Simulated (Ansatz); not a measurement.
# LaP: a single-point run

Aim: a sound single-point run of LaP. The structure is shown as the input types it. The cell is built on a prototype (CsCl type) and needn't be the phase found in nature.

Program: Ansatz 0.2.0. Level of theory: density functional or hybrid calculation with the settings of its input, plane waves (as first typed). These are calculated values, not measurements.

2 further runs of the same task are left out: 1 for a known fault of the program, 1 that didn't finish.

### Step 1. Starting point

It takes space group Pm-3m (No. 221, cubic). The conventional cell has a = 3.650 Å, b = 3.650 Å, c = 3.650 Å, α = 90.00°, β = 90.00°, γ = 90.00°. Around La (site symmetry m-3m) lie 8 P at 3.16 Å. Around P (site symmetry m-3m) lie 8 La at 3.16 Å.

The input asks for a charge of -2 e on the cell.

As a file:

```
La P
1.0
     3.64966    0.00000    0.00000
     0.00000    3.64966    0.00000
     0.00000    0.00000    3.64966
La P
1 1
Direct
  0.00000 0.00000 0.00000
  0.50000 0.50000 0.50000
```

### Step 2. The calculation

input.yaml reads:

```yaml
crystal:
  lattice:
    - [3.6496601424, 0.0, 0.0]
    - [0.0, 3.6496601424, 0.0]
    - [0.0, 0.0, 3.6496601424]
  atoms:
    - { symbol: La, position: [0.0, 0.0, 0.0] }
    - { symbol: P, position: [0.5, 0.5, 0.5] }
kpoints:
  mp_grid: { grid: [6, 6, 6] }
hamiltonian:
  xc: pbesol
scf:
  occupations: { method: fermi_dirac, width: 0.02 }
  n_extra_bands: 4
  max_iter: 73
output:
  forces: true
  stress: true
  eigenvalues: true
total_charge: -2
```

Run with:

```bash
ansatz run input.yaml --threads 4 --pin off --max-ram 3686MiB --backend cpu --events-out ev --progress --plain --runs-dir out
```

What happens when this is run?

This run ends as converged. It gives a pressure of -39 GPa, which is large.

The suspect setting: total_charge is -2. The typed charge changes the electron count, so this is no longer the system that was meant.

The test: delete total_charge (the default then holds).
